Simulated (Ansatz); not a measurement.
# CH7NOSi2: how energies converge with the basis set

How large a basis does CH7NOSi2 need? Two functionals are run in growing sets.

The runs use Ansatz 0.2.0, Gaussian basis; one geometry, several basis sets.

The runs, in order: PBE0-D4/def2-SVP; ωB97M-V/def2-SVP; PBE0-D4/def2-QZVPP; ωB97M-V/def2-QZVPP; the functionals' def2-TZVPP values are taken from earlier runs.

### Step 1. The relaxed structure

All runs share one geometry, relaxed beforehand with PBE0-D4 in a triple-zeta def2 set.

12 atoms, charge 0, spin multiplicity 1.

Atoms are counted from 1 here; the program's logs count them from 0.

Bond lengths: O1–C2 1.420 Å, O1–H6 0.960 Å, C2–Si3 1.906 Å, C2–Si5 1.912 Å, C2–H7 1.099 Å, Si3–N4 1.733 Å, Si3–H8 1.491 Å, Si3–H9 1.488 Å, N4–Si5 1.729 Å, N4–H10 1.004 Å, Si5–H11 1.491 Å, Si5–H12 1.492 Å. Angles: C2–O1–H6 108.6°, O1–C2–Si3 114.0°, O1–C2–Si5 119.7°, O1–C2–H7 112.0°, Si3–C2–Si5 85.6°, Si3–C2–H7 110.7°, Si5–C2–H7 112.2°, C2–Si3–N4 88.6°, C2–Si3–H8 116.4°, C2–Si3–H9 113.5°, N4–Si3–H8 113.8°, N4–Si3–H9 115.8°, H8–Si3–H9 108.0°, Si3–N4–Si5 97.0°, Si3–N4–H10 131.4°, Si5–N4–H10 131.6°, C2–Si5–N4 88.5°, C2–Si5–H11 113.0° and more.

As a file:

```
O    -0.98662    1.87173   -0.10862
C    -0.86733    0.46411    0.03601
Si    0.39770   -0.07474    1.35617
N     1.18864   -1.03041    0.14567
Si    0.21376   -0.52611   -1.19081
H    -1.48983    2.05693   -0.90505
H    -1.84022   -0.01542    0.21199
H    -0.13485   -0.87026    2.49883
H     1.19315    1.05328    1.91095
H     1.95897   -1.67220    0.20417
H     0.88488    0.33832   -2.20369
H    -0.44134   -1.65023   -1.92160
```

### Step 2. PBE0-D4 in def2-SVP

File in.yaml:

```yaml
crystal:
  periodic: [false, false, false]
  atoms:
    - {symbol: O, position_ang: [-0.986621, 1.871728, -0.108615]}
    - {symbol: C, position_ang: [-0.867331, 0.464107, 0.036011]}
    - {symbol: Si, position_ang: [0.397700, -0.074739, 1.356165]}
    - {symbol: N, position_ang: [1.188637, -1.030409, 0.145668]}
    - {symbol: Si, position_ang: [0.213762, -0.526109, -1.190809]}
    - {symbol: H, position_ang: [-1.489833, 2.056930, -0.905054]}
    - {symbol: H, position_ang: [-1.840220, -0.015422, 0.211987]}
    - {symbol: H, position_ang: [-0.134852, -0.870261, 2.498834]}
    - {symbol: H, position_ang: [1.193153, 1.053280, 1.910946]}
    - {symbol: H, position_ang: [1.958968, -1.672197, 0.204166]}
    - {symbol: H, position_ang: [0.884877, 0.338324, -2.203694]}
    - {symbol: H, position_ang: [-0.441339, -1.650230, -1.921603]}
basis:
  gaussian: {orbitals: def2-SVP}
hamiltonian: {xc: pbe0, dispersion: d4}
output: {orbitals: {seedname: orbitals}}
```

On the command line:

```console
ansatz run in.yaml --threads 4 --pin off --events-out ev --progress --plain --max-ram 10444MiB
```

After this run come: ωB97M-V in def2-SVP; PBE0-D4 in def2-QZVPP; ωB97M-V in def2-QZVPP.

Before running them: what should the planned runs give, taken together? Wanted: PBE0-D4: double and triple zeta above quadruple; ωB97M-V: double and triple zeta above quadruple.

**Answer**, as computed:

| quantity | value |
| --- | --- |
| PBE0-D4: double and triple zeta above quadruple | 12.08, 0.82 eV |
| ωB97M-V: double and triple zeta above quadruple | 12.22, 0.77 eV |

For PBE0-D4 the step from double to triple zeta gains 11.25 eV and the next only 0.82 eV. Total energies overstate the basis error of differences, where much of it tends to cancel. The LUMO of ωB97M-V is positive and keeps falling with the basis (1.83 to 0.82 eV): an unbound level that the basis holds in place.
